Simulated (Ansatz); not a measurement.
**C₄H₁₁B: how energies converge with the basis set**

Aim: see how fast density functionals converge with the basis set for C₄H₁₁B.

Program: Ansatz 0.2.0, Gaussian basis. Level of theory: one geometry, several basis sets. These are calculated values, not measurements.

The runs, in order: PBE0-D4/def2-SVP; ωB97M-V/def2-SVP; PBE0-D4/def2-QZVPP; ωB97M-V/def2-QZVPP; the functionals' def2-TZVPP values are taken from earlier runs.

**1. The relaxed structure**

All runs share one geometry, relaxed beforehand with PBE0-D4 in a triple-zeta def2 set.

SMILES `BCC(C)C`, 16 atoms, charge 0, spin multiplicity 1.

Atoms are counted from 1 here; the program's logs count them from 0.

Bond lengths: B1–C2 1.548 Å, B1–H6 1.199 Å, B1–H7 1.200 Å, C2–C3 1.526 Å, C2–H8 1.109 Å, C2–H9 1.099 Å, C3–C4 1.521 Å, C3–C5 1.522 Å, C3–H10 1.098 Å, C4–H11 1.093 Å, C4–H12 1.095 Å, C4–H13 1.093 Å, C5–H14 1.095 Å, C5–H15 1.093 Å, C5–H16 1.094 Å. Angles: C2–B1–H6 120.3°, C2–B1–H7 121.4°, H6–B1–H7 118.2°, B1–C2–C3 118.5°, B1–C2–H8 101.5°, B1–C2–H9 111.6°, C3–C2–H8 109.9°, C3–C2–H9 110.8°, H8–C2–H9 102.9°, C2–C3–C4 111.8°, C2–C3–C5 110.4°, C2–C3–H10 107.6°, C4–C3–C5 110.9°, C4–C3–H10 108.2°, C5–C3–H10 107.8°, C3–C4–H11 111.5°, C3–C4–H12 110.6°, C3–C4–H13 111.4° and more.

**2. PBE0-D4 in def2-SVP**

in.yaml

```yaml
crystal:
  periodic: [false, false, false]
  atoms:
    - {symbol: B, position_ang: [-0.366311, 1.900103, 1.160509]}
    - {symbol: C, position_ang: [0.202388, 0.471603, 0.979902]}
    - {symbol: C, position_ang: [0.260715, -0.116740, -0.427075]}
    - {symbol: C, position_ang: [1.082482, -1.396379, -0.469761]}
    - {symbol: C, position_ang: [-1.144903, -0.356793, -0.959088]}
    - {symbol: H, position_ang: [-0.629181, 2.312168, 2.254981]}
    - {symbol: H, position_ang: [-0.491829, 2.645378, 0.227880]}
    - {symbol: H, position_ang: [1.228714, 0.590284, 1.382761]}
    - {symbol: H, position_ang: [-0.256492, -0.238623, 1.681863]}
    - {symbol: H, position_ang: [0.744236, 0.623593, -1.077293]}
    - {symbol: H, position_ang: [1.134341, -1.805208, -1.482412]}
    - {symbol: H, position_ang: [0.637873, -2.161868, 0.174644]}
    - {symbol: H, position_ang: [2.105226, -1.225363, -0.123259]}
    - {symbol: H, position_ang: [-1.675729, -1.081004, -0.332107]}
    - {symbol: H, position_ang: [-1.125312, -0.751442, -1.978079]}
    - {symbol: H, position_ang: [-1.729215, 0.567691, -0.969166]}
basis:
  gaussian: {orbitals: def2-SVP}
hamiltonian: {xc: pbe0, dispersion: d4}
output: {orbitals: {seedname: orbitals}}
```

Started as:

```sh
$ ansatz run in.yaml --threads 4 --pin off --events-out ev --progress --plain --max-ram 10444MiB
```

The runs that follow: ωB97M-V in def2-SVP; PBE0-D4 in def2-QZVPP; ωB97M-V in def2-QZVPP.

**Question.** What will the summary of the whole plan be? Wanted: PBE0-D4: double and triple zeta above quadruple; ωB97M-V: double and triple zeta above quadruple.

**Answer**, as computed:

| quantity | value |
| --- | --- |
| PBE0-D4: double and triple zeta above quadruple | 5.67, 0.30 eV |
| ωB97M-V: double and triple zeta above quadruple | 6.08, 0.29 eV |

In words: PBE0-D4 gains 5.38 eV from double to triple zeta, then 0.30 eV more. Total energies overstate the basis error of differences, where much of it tends to cancel.
